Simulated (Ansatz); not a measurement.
# GaS3: the cost of one run

Program: Ansatz 0.2.0. Level of theory: DFT PBE, scalar-relativistic, plane waves, PAW. These are calculated values, not measurements.

1 further run of the same task is left out (it didn't finish).

## 1. The starting structure

Symmetry: Im-3m, No. 229, cubic system. Conventional cell: a = 5.194 Å, b = 5.194 Å, c = 5.194 Å, α = 90.00°, β = 90.00°, γ = 90.00°. Ga (site symmetry m-3m) has 6 S at 2.60 Å as nearest neighbours. Around S (site symmetry 4/mmm) lie 2 Ga at 2.60 Å and 4 S at 2.60 Å.

Coordinates:

```
CELL_PARAMETERS angstrom
-2.59678 2.59678 2.59678
2.59678 -2.59678 2.59678
2.59678 2.59678 -2.59678
ATOMIC_POSITIONS crystal
Ga 0.00000 0.00000 0.00000
S 0.00000 0.50000 0.50000
S 0.50000 0.00000 0.50000
S 0.50000 0.50000 0.00000
```

The cell was relaxed beforehand at this level, from a generated guess; it is a trial structure. At a tolerance of 0.05 Å it has space group Im-3m (No. 229); it has 17.51 Å³/atom, an uncorrected energy of +0.10 eV/atom over the elements.

## 2. Electronic structure at the relaxed geometry

input.yaml

```yaml
crystal:
  lattice:
    - [-2.596779712, 2.596779712, 2.596779712]
    - [2.596779712, -2.596779712, 2.596779712]
    - [2.596779712, 2.596779712, -2.596779712]
  atoms:
    - { symbol: Ga, position: [0.0, 0.0, 0.0] }
    - { symbol: S, position: [0.0, 0.5, 0.5] }
    - { symbol: S, position: [0.5, 0.0, 0.5] }
    - { symbol: S, position: [0.5, 0.5, 0.0] }
basis:
  ecutwfc: 420
kpoints:
  mp_grid: { grid: [12, 12, 12] }
  band_path:
    path:
      - [[0.0, 0.0, 0.0], [0.5, -0.5, 0.5], [0.0, 0.0, 0.5], [0.0, 0.0, 0.0], [0.25, 0.25, 0.25], [0.5, -0.5, 0.5]]
      - [[0.25, 0.25, 0.25], [0.0, 0.0, 0.5]]
    npoints: 14
hamiltonian:
  xc: pbe
scf:
  occupations: { method: gaussian, width: 0.1 }
  n_extra_bands: 10
output:
  forces: true
  stress: true
  eigenvalues: true
  populations: true
  dos: { projected: true, de: 0.02, nscf_kmesh: { grid: [15, 15, 15] } }
  bader: true
  write_density: true
  write_potential: true
  elf: true
  volumetric_format: npy
```

The run is started by

```sh
$ ansatz run input.yaml --threads 1 --pin off --max-ram 2560MiB --backend cpu --events-out ev --progress --plain --runs-dir out
```

What time and memory should one allow on 1 thread of Intel Xeon 6975P-C (Granite Rapids), shared host?

About 27 s, with a peak of 0.43 GiB.
